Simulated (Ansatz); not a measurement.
# FGaGeH: the cost of one run

Program: Ansatz 0.2.0, Gaussian basis. Level of theory: UKS PBE0/def2-TZVP. These are calculated values, not measurements.

## 1. Starting geometry

4 atoms, charge 0, spin multiplicity 4.

Atoms are counted from 1 here; the program's logs count them from 0.

Bond lengths: F1–Ga2 1.790 Å, Ga2–Ge3 2.433 Å, Ga2–H4 1.637 Å. Angles: F1–Ga2–Ge3 125.9°, F1–Ga2–H4 98.9°, Ge3–Ga2–H4 135.1°.

Geometry (Å):

```xyz
4
FGaGeH
F    -2.3736   -0.2389   -0.0065
Ga   -0.7814    0.5784    0.0085
Ge    1.3888   -0.5223   -0.0069
H    -1.2934    2.1327    0.0331
```

The start was built by rule and, where that kept it together, relaxed with GFN2-xTB. Sticks and bond lists go by distance. No spin-orbit coupling is included. 

## 2. The run

The input, in.yaml:

```yaml
crystal:
  periodic: [false, false, false]
  atoms:
    - {symbol: F, position_ang: [-2.373588, -0.238922, -0.006463]}
    - {symbol: Ga, position_ang: [-0.781437, 0.578429, 0.008496]}
    - {symbol: Ge, position_ang: [1.388796, -0.522306, -0.006924]}
    - {symbol: H, position_ang: [-1.293389, 2.132704, 0.033066]}
basis:
  gaussian: {orbitals: def2-TZVP}
magnetization: {spin_polarized: true, initial_magnetization: 3}
hamiltonian: {xc: pbe0}
relax: {f_tol: 0.004, max_steps: 80}
```

Run with:

```console
$ ansatz run in.yaml --threads 1 --pin off --events-out ev --progress --plain --max-ram 2176MiB
```

Q: Estimate wall time and peak memory on 1 thread of Arm Neoverse V1, shared host.

About 75 s, with a peak of 0.38 GiB.
